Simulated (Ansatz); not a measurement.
**MoNH (septet): the correlation ladder, def2-QZVPP**

An exercise on one series of results from a longer session: the logs are not shown, and one member is left open.

The runs use Ansatz 0.2.0, Gaussian basis; def2-QZVPP, core rule «outside noble gas», up to 5 orbitals frozen.

The runs, in order: UHF; ROHF; CCSD(T) on UHF.

### The system

The geometry is a PBE0/def2-TZVP stationary point (not a proven minimum). No spin-orbit coupling is included. Elements past krypton take def2 core potentials.

3 atoms, charge 0, spin multiplicity 7.

Atoms are counted from 1 here; the program's logs count them from 0.

Bond lengths: Mo1–N2 2.057 Å, N2–H3 1.028 Å. Angles: Mo1–N2–H3 115.2°.

The first run:

The input, in.yaml:

```yaml
crystal:
  periodic: [false, false, false]
  atoms:
    - {symbol: Mo, position_ang: [0.000000, 0.010781, 0.282315]}
    - {symbol: N, position_ang: [0.000000, -0.129244, -1.770393]}
    - {symbol: H, position_ang: [0.000000, 0.769802, -2.269895]}
basis:
  gaussian: {orbitals: "def2-QZVPP.json"}
magnetization: {spin_polarized: true, initial_magnetization: 6}
hamiltonian: {xc: hf}
output: {orbitals: {seedname: orbitals}}
```

Command:

```sh
$ ansatz run in.yaml --threads 1 --pin off --events-out ev --progress --plain --max-ram 4096MiB --backend cpu
```

Among the steps run: UHF; ROHF; CCSD(T) on UHF.

One of the session's tables, all rows but one given; the rest of the session is left out.

It belongs to the step «Misses and costs». 

| method | from UCCSD(T) (kcal/mol) |
| --- | --- |
| ROHF | +208.88 |
| UHF | +203.12 |
| UMP2 | ? |
| UCCSD | +8.73 |
| UCCSD(T) | 0 |

Q: Estimate the row for UMP2 from the others.

The run gave: from UCCSD(T) (kcal/mol): +20.18. In the column «from UCCSD(T) (kcal/mol)» it lies between UCCSD (+8.73) and UHF (+203.12).
